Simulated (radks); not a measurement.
**The Coulomb parameter U of the 4f shell of Pm²⁺**

The task here is to estimate one member of a computed series from the others.

Program: radks (a radial shooting solver on a logarithmic mesh, Libxc functionals) version 1. Level of theory: Dirac Kohn-Sham, PBE, spin-unpolarised, spherical densities, point nucleus; open shells are shared between the two j in proportion to 2j + 1. These are calculated values, not measurements, unless marked.

## Starting point

| Property | Result |
| --- | --- |
| element | promethium (Z = 61) |
| charge | +2 |
| electrons | 59 |
| configuration | [Xe] 4f4 6s1 |

The outer shells:

Pm²⁺
```
[Xe] core
4f [↑ ][↑ ][↑ ][↑ ][  ][  ][  ]
6s [↑ ]
```

The first run:

The run's settings:

```text
Z 61
configuration [Xe] 4f4 6s1
relativity Dirac
functional pbe,pbe
spin unpolarised
j_filling average
nucleus point
c 137.035999084
```

Steps of the session up to this table: Start: [Xe] 4f4 6s1.

One table of the session follows, with a row left open; its other results are not shown here.

It belongs to the step «Start: [Xe] 4f4 6s1». Sizes of the orbitals, from the radial functions (bohr):

```
level     <r>  outermost maximum (interpolated)  90 % within  nodes
4d3/2  0.6792                             0.597         1.02      1
4d5/2       ?                                 ?            ?      ?
5s1/2   1.410                              1.28         2.02      4
5p1/2   1.569                              1.39         2.28      3
5p3/2   1.651                              1.46         2.40      3
4f5/2  0.9384                             0.624         1.60      0
4f7/2  0.9489                             0.629         1.62      0
6s1/2   3.461                              3.15         4.93      5
```

**Question.** Estimate the row for 4d5/2.

As computed: <r>: 0.6891; outermost maximum (interpolated): 0.605; 90 % within: 1.04; nodes: 1. In the column «<r>» it lies between 4d3/2 (0.6792) and 4f5/2 (0.9384).
